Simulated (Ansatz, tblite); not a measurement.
# Ge19H28 ring sphere (Ge₁₉H₂₈): spin states and exact exchange

Is the singlet the ground state of Ge19H28 ring sphere (Ge₁₉H₂₈)? Other spin states are computed and compared level by level.

The runs use Ansatz 0.2.0, Gaussian basis; as each input shows.

The runs, in order: triplet, at the geometry of the singlet (GFN1-xTB, GFN2-xTB, PBE0-D4/def2-TZVP, PBE-D4/def2-TZVP); the singlet's energies come from earlier runs.

1 further run of the same task is left out (set aside as unsound or not needed).

## Step 1: The relaxed structure

The geometry is that of the singlet, from an earlier relaxation (PBE-D4/def2-SVP).

47 atoms, charge 0, spin multiplicity 1.

Bond lengths: Ge1–Ge11 2.446 Å, Ge1–Ge12 2.454 Å, Ge1–H20 1.558 Å, Ge1–H21 1.558 Å, Ge2–Ge12 2.454 Å, Ge2–Ge13 2.446 Å, Ge2–H22 1.558 Å, Ge2–H23 1.558 Å, Ge3–Ge11 2.446 Å, Ge3–Ge15 2.454 Å, Ge3–H24 1.558 Å, Ge3–H25 1.558 Å, Ge4–Ge12 2.452 Å, Ge4–Ge15 2.452 Å, Ge4–Ge16 2.452 Å, Ge4–H26 1.563 Å, Ge5–Ge15 2.454 Å, Ge5–Ge17 2.446 Å and more. Angles: Ge11–Ge1–Ge12 114.0°, Ge11–Ge1–H20 109.9°, Ge11–Ge1–H21 108.4°, Ge12–Ge1–H20 109.5°, Ge12–Ge1–H21 107.4°, H20–Ge1–H21 107.4°, Ge12–Ge2–Ge13 114.0°, Ge12–Ge2–H22 107.4°, Ge12–Ge2–H23 109.5°, Ge13–Ge2–H22 108.4°, Ge13–Ge2–H23 109.9°, H22–Ge2–H23 107.4°, Ge11–Ge3–Ge15 114.0°, Ge11–Ge3–H24 108.4°, Ge11–Ge3–H25 109.9°, Ge15–Ge3–H24 107.4°, Ge15–Ge3–H25 109.5°, H24–Ge3–H25 107.4° and more.

## Step 2: Triplet at the fixed geometry, GFN1-xTB

Tight binding, by tblite at 300 K electronic temperature and without a spin-polarisation term:

```python
tblite.interface.Calculator('GFN1-xTB', numbers, positions, charge=0, uhf=2).singlepoint()
```

Energy -1277.5794 eV; 0.44 s.

## Step 3: Triplet at the fixed geometry, GFN2-xTB

Tight binding, by tblite at 300 K electronic temperature and without a spin-polarisation term:

```python
tblite.interface.Calculator('GFN2-xTB', numbers, positions, charge=0, uhf=2).singlepoint()
```

Energy -1387.5518 eV; 0.46 s.

## Step 4: Triplet at the fixed geometry, PBE0-D4/def2-TZVP

Contents of in.yaml:

```yaml
crystal:
  periodic: [false, false, false]
  atoms:
    - {symbol: Ge, position_ang: [-3.634309, -0.774892, -2.018965]}
    - {symbol: Ge, position_ang: [-3.636206, 2.017562, 0.769171]}
    - {symbol: Ge, position_ang: [-0.769970, -3.636756, -2.016437]}
    - {symbol: Ge, position_ang: [-0.741465, -0.741319, 0.740897]}
    - {symbol: Ge, position_ang: [2.018575, -3.634434, 0.775285]}
    - {symbol: Ge, position_ang: [2.074269, -0.754611, -2.071061]}
    - {symbol: Ge, position_ang: [2.015362, -0.770758, 3.637216]}
    - {symbol: Ge, position_ang: [-0.754078, 2.071186, -2.074346]}
    - {symbol: Ge, position_ang: [2.070865, 2.073726, 0.755232]}
    - {symbol: Ge, position_ang: [-0.776145, 2.017312, 3.634958]}
    - {symbol: Ge, position_ang: [-2.430289, -2.435346, -3.351903]}
    - {symbol: Ge, position_ang: [-2.177955, 0.662374, -0.665008]}
    - {symbol: Ge, position_ang: [-2.435404, 3.351794, 2.431028]}
    - {symbol: Ge, position_ang: [0.715599, 0.712194, -3.487682]}
    - {symbol: Ge, position_ang: [0.664709, -2.178180, -0.662131]}
    - {symbol: Ge, position_ang: [0.661585, 0.664143, 2.178435]}
    - {symbol: Ge, position_ang: [3.351444, -2.430838, 2.436175]}
    - {symbol: Ge, position_ang: [3.487387, 0.715048, -0.711702]}
    - {symbol: Ge, position_ang: [0.712311, 3.487328, -0.714638]}
    - {symbol: H, position_ang: [-4.520965, 0.109519, -2.946172]}
    - {symbol: H, position_ang: [-4.587036, -1.526383, -1.041635]}
    - {symbol: H, position_ang: [-4.590185, 1.040728, 1.519722]}
    - {symbol: H, position_ang: [-4.521247, 2.944048, -0.117606]}
    - {symbol: H, position_ang: [-1.521464, -4.589403, -1.039027]}
    - {symbol: H, position_ang: [0.116155, -4.523345, -2.942070]}
    - {symbol: H, position_ang: [-1.644291, -1.643960, 1.643147]}
    - {symbol: H, position_ang: [1.040885, -4.587035, 1.526469]}
    - {symbol: H, position_ang: [2.945645, -4.521032, -0.109313]}
    - {symbol: H, position_ang: [2.972637, -1.664660, -2.967307]}
    - {symbol: H, position_ang: [1.037420, -1.522536, 4.589090]}
    - {symbol: H, position_ang: [2.940366, 0.115386, 4.524436]}
    - {symbol: H, position_ang: [-1.663991, 2.967627, -2.972656]}
    - {symbol: H, position_ang: [2.967112, 2.971852, 1.665514]}
    - {symbol: H, position_ang: [-1.528484, 1.039070, 4.586078]}
    - {symbol: H, position_ang: [0.108078, 2.943253, 4.523113]}
    - {symbol: H, position_ang: [-3.450592, -3.457070, -3.938766]}
    - {symbol: H, position_ang: [-1.727861, -1.733291, -4.546568]}
    - {symbol: H, position_ang: [-3.457608, 3.938359, 3.451014]}
    - {symbol: H, position_ang: [-1.732449, 4.546664, 1.729822]}
    - {symbol: H, position_ang: [-0.103181, -0.108499, -4.523551]}
    - {symbol: H, position_ang: [1.667227, 1.663879, -4.274276]}
    - {symbol: H, position_ang: [4.546202, -1.728053, 1.734619]}
    - {symbol: H, position_ang: [3.938136, -3.451322, 3.457803]}
    - {symbol: H, position_ang: [4.523617, -0.103510, 0.108766]}
    - {symbol: H, position_ang: [4.273613, 1.667033, -1.663352]}
    - {symbol: H, position_ang: [-0.108541, 4.523232, 0.103953]}
    - {symbol: H, position_ang: [1.664497, 4.273928, -1.665775]}
basis:
  gaussian: {orbitals: def2-TZVP, fitting: {mean_field: def2-universal-jkfit}}
magnetization: {spin_polarized: true, initial_magnetization: 2}
hamiltonian: {xc: pbe0, dispersion: d4}
scf: {omitted_lower_state_checks: [starts]}
output: {orbitals: {seedname: orbitals}}
```

Run with:

```sh
> ansatz run in.yaml --threads 11 --pin off --events-out ev --progress --plain --max-ram 110592MiB --backend cuda --devices 0, --max-vram 75GiB
```

Output:

```text
Functional definition: PBE0
  name "PBE0"
  cite "Adamo & Barone, J. Chem. Phys. 110, 6158 (1999) doi:10.1063/1.478522"
  cite "Perdew, Burke & Ernzerhof, Phys. Rev. Lett. 77, 3865 (1996) doi:10.1103/PhysRevLett.77.3865"
  parent pbe
  parameter a = 0.25
  parameter kappa = 0.804
  parameter beta = 0.06672455060314922
  exchange = (1 - a)*pbe_x(kappa = kappa, mu = beta*pi^2/3) + a*exact_x
  correlation = pbe_c(beta = beta)
these checks for a lower state are left out or cut short: starts
5558 factors; integrals over basis functions are off by at most 6.2e-1 eV
mean field evaluation 1: about -1074171.1580 eV, gradient 4.5e1 eV
mean field evaluation 2: about -1074169.8298 eV, gradient 4.9e1 eV
mean field evaluation 4: about -1074174.4712 eV, gradient 4.5e0 eV
mean field evaluation 8: about -1074174.5554 eV, gradient 6.9e-1 eV
mean field evaluation 16: about -1074174.6425 eV, gradient 7.8e-1 eV
mean field -1074174.65931473 eV, -39475.1906280816 hartree, gradient 2.6e-6 eV, S^2 2.005229; 0 other end points of the search recorded, 0 dependent functions left out
reference -1074174.65939685 eV, -39475.1906310995 hartree; 319, 317 occupied and 761, 763 virtual orbitals, 5558 factors
Total energy: -1074177.44735125 eV, -39475.2930865337 hartree
Checks for a lower state left out: starts
```

It took 57 s on 1 × H100 with 11 threads of AMD EPYC 7R13, shared host; peak host memory 2 GiB.

HOMO -2.45 eV, LUMO -5.73 eV (over both spins; with the spin held, an empty level of the minority spin lies below the top filled one); ⟨S²⟩ 2.005 (pure: 2.00).

## Step 5: Triplet at the fixed geometry, PBE-D4/def2-TZVP

start.molden holds the orbitals of an earlier run on this state, given as this run's starting guess.

in.yaml: that of step 4 with these lines changed.

```diff
@@ -51,5 +51,5 @@
 basis:
-  gaussian: {orbitals: def2-TZVP, fitting: {mean_field: def2-universal-jkfit}}
+  gaussian: {orbitals: def2-TZVP, fitting: {mean_field: def2-universal-jkfit}, initial_orbitals: start.molden}
 magnetization: {spin_polarized: true, initial_magnetization: 2}
-hamiltonian: {xc: pbe0, dispersion: d4}
+hamiltonian: {xc: pbe, dispersion: d4}
 scf: {omitted_lower_state_checks: [starts]}
```

The command is unchanged.

Output:

```text
Functional definition: PBE
  name "PBE"
  cite "Perdew, Burke & Ernzerhof, Phys. Rev. Lett. 77, 3865 (1996) doi:10.1103/PhysRevLett.77.3865"
  parent pbe
  parameter kappa = 0.804
  parameter beta = 0.06672455060314922
  exchange = pbe_x(kappa = kappa, mu = beta*pi^2/3)
  correlation = pbe_c(beta = beta)
these checks for a lower state are left out or cut short: starts
5558 factors; integrals over basis functions are off by at most 6.2e-1 eV
mean field evaluation 1: about -1074145.1863 eV, gradient 2.5e1 eV
mean field evaluation 2: about -1074146.1999 eV, gradient 1.2e0 eV
mean field evaluation 4: about -1074146.1993 eV, gradient 3.1e-1 eV
mean field evaluation 8: about -1074146.2059 eV, gradient 8.4e-3 eV
mean field evaluation 16: about -1074146.2059 eV, gradient 7.1e-5 eV
mean field -1074146.20592388 eV, -39474.1449852542 hartree, gradient 1.7e-6 eV, S^2 2.002148; 0 other end points of the search recorded, 0 dependent functions left out
reference -1074146.20603058 eV, -39474.1449891754 hartree; 319, 317 occupied and 761, 763 virtual orbitals, 5558 factors
Total energy: -1074149.25187890 eV, -39474.2569220364 hartree
Checks for a lower state left out: starts
```

Run time: 21 s. Hardware: 1 × H100 with 11 threads of AMD EPYC 7R13, shared host; peak host memory 1.9 GiB.

Report: HOMO -2.11 eV, LUMO -5.97 eV (over both spins; with the spin held, an empty level of the minority spin lies below the top filled one); ⟨S²⟩ 2.002 (pure: 2.00).

## Step 6: Triplet less singlet, vertical

The singlet's energies are those of its earlier runs, whose logs aren't repeated here.

```
            level  triplet less singlet, vertical (eV)    time
         GFN1-xTB                               +2.915  0.82 s
         GFN2-xTB                               +3.705  0.78 s
 PBE-D4/def2-TZVP                               +3.969    28 s
PBE0-D4/def2-TZVP                               +4.535    72 s
```

Times add the two runs; a level without a time comes out of a correlated run. Tight binding without a spin term can't rank spin states.

## Step 7: Summary of results

| quantity | value |
| --- | --- |
| triplet less singlet, vertical, functionals in def2-TZVP | +3.969 (PBE-D4) to +4.535 eV (PBE0-D4) |

All functionals put the triplet above the singlet, over a spread of 0.566 eV. The checks for a lower triplet were left out, so another state of that spin may lie lower. These are electronic energies, without zero-point motion, entropy or surroundings.
